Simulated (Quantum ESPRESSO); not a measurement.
**BiTe under changes of volume**

One of the cells (33.725 Å³/atom); the others are scaled copies at fixed shape and fractional positions:

```
CELL_PARAMETERS angstrom
2.42271 1.39875 3.31729
-2.42271 1.39875 3.31729
0.00000 -2.79750 3.31729
ATOMIC_POSITIONS crystal
Bi 0.50000 0.50000 0.50000
Te 0.00000 0.00000 0.00000
```

The cell comes from a database or a generator and needn't be the stable form of this composition.

```yaml
Program: Quantum ESPRESSO 7.5
Functional: LDA
Potentials_or_basis: PseudoDojo 0.4.1 SR LDA standard
Cutoff: 1088 eV
Density_cutoff: 4354 eV
k_mesh: 7 × 7 × 7
Occupations: fermi-dirac, width 0.05 eV
Spin: no spin polarisation
```

```csv
volume (Å³/atom),energy over the lowest point (meV/atom),pressure (GPa)
31.701,0.00,-0.3
32.376,3.76,-1.5
33.050,12.04,-2.5
33.725,?,?
34.399,40.22,-4.2
35.074,59.27,-4.9
35.748,81.13,-5.5
```

Task: What does the run at 33.725 Å³/atom give?

Result: Energy over the lowest point 24.34 meV/atom; pressure -3.4 GPa.

Worked out: A Birch-Murnaghan fit of order 3 (a polynomial in V^(-2/3)) to the other rows has its minimum at 31.53 Å³/atom, just outside them, with B0 = V·E''(V) = 58 GPa and B' = 4.5 at fixed shape and positions, which overstates the stiffness. It gives 24.35 meV/atom at 33.725 Å³/atom, against the run's 24.34, and -dE/dV = -3.4 GPa, against -3.4.

Energies are extrapolated to zero smearing.
